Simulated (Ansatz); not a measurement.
# ClFH4OSi2: the cost of one run

All numbers are computed with Ansatz 0.2.0, driven from Python. Level of theory: r2SCAN0/cc-pVDZ.

## (1) The structure

Bond lengths: O1–Si2 1.600 Å, Si2–F3 1.575 Å, Si2–Si4 2.277 Å, Si2–Cl5 2.063 Å, O1–H6 1.015 Å, Si4–H7 1.539 Å, Si4–H8 1.467 Å, Si4–H9 1.524 Å. Angles: O1–Si2–F3 105.3°, O1–Si2–Si4 114.4°, O1–Si2–Cl5 105.2°, F3–Si2–Si4 110.9°, F3–Si2–Cl5 107.7°, Si4–Si2–Cl5 112.8°, Si2–O1–H6 117.4°, Si2–Si4–H7 109.9°, Si2–Si4–H8 113.0°, Si2–Si4–H9 113.4°, H7–Si4–H8 106.4°, H7–Si4–H9 104.0°, H8–Si4–H9 109.5°.

The script holds or builds the structure itself.

## (2) The code

bde.py reads:

```python
# -*- coding: utf-8 -*-
import ansatz as az
from ase import Atoms


def energy(molecule, charge=0, unpaired=0):
    calc = molecule.calculation().basis(gaussian="cc-pVDZ").functional("r2scan0")
    if charge:
        calc = calc.charge(charge)
    if unpaired:
        calc = calc.spin("collinear", total=unpaired)
    return calc.run(threads=1).report["free_energy_ev"]

def without(molecule, index):
    rest = az.Crystal.molecule()
    for i, site in enumerate(molecule.cartesian_sites):
        if i != index:
            rest = rest.atom(site.symbol, site.position_ang)
    return rest


def main():
    atoms = Atoms(["O", "Si", "F", "Si", "Cl", "H", "H", "H", "H"], positions=[
        [-0.5345, 1.8423, -0.2808],
        [0.2967, 0.5041, -0.561],
        [1.8112, 0.9347, -0.5056],
        [-0.1211, -1.1862, 0.9068],
        [-0.1386, -0.004, -2.5124],
        [-0.3543, 2.638, -0.8839],
        [-1.6081, -1.5765, 0.8472],
        [0.6388, -2.4059, 0.6095],
        [0.0985, -0.7928, 2.3631],
    ])
    geometry = az.Crystal.molecule_from_ase(atoms)

    whole = energy(geometry, 0)
    hydrogen = energy(az.Crystal.molecule().atom("H", (0, 0, 0)), 0, 1)
    print(f"E(molecule) = {whole:.5f} eV, E(H) = {hydrogen:.5f} eV")
    for index in [5, 8]:
        radical = energy(without(geometry, index), 0, 1)
        print(f"H{index}: homolysis {96.485332 * (radical + hydrogen - whole):.1f} kJ/mol")


if __name__ == "__main__":
    main()
```

## (3) The calls as engine input

The package turns the script's settings into the engine's input (first run):

```yaml
crystal:
  periodic: [false, false, false]
  atoms:
    - { symbol: O, position_ang: [-0.5345, 1.8423, -0.2808] }
    - { symbol: Si, position_ang: [0.2967, 0.5041, -0.561] }
    - { symbol: F, position_ang: [1.8112, 0.9347, -0.5056] }
    - { symbol: Si, position_ang: [-0.1211, -1.1862, 0.9068] }
    - { symbol: Cl, position_ang: [-0.1386, -0.004, -2.5124] }
    - { symbol: H, position_ang: [-0.3543, 2.638, -0.8839] }
    - { symbol: H, position_ang: [-1.6081, -1.5765, 0.8472] }
    - { symbol: H, position_ang: [0.6388, -2.4059, 0.6095] }
    - { symbol: H, position_ang: [0.0985, -0.7928, 2.3631] }
basis:
  gaussian:
    orbitals: cc-pVDZ
hamiltonian:
  xc: r2scan0
```

## (4) The run

Run with:

```sh
$ python bde.py
```

Q: Estimate wall time and peak memory on 1 thread of Arm Neoverse V2, shared host.

About 69 s, with a peak of 0.46 GiB.
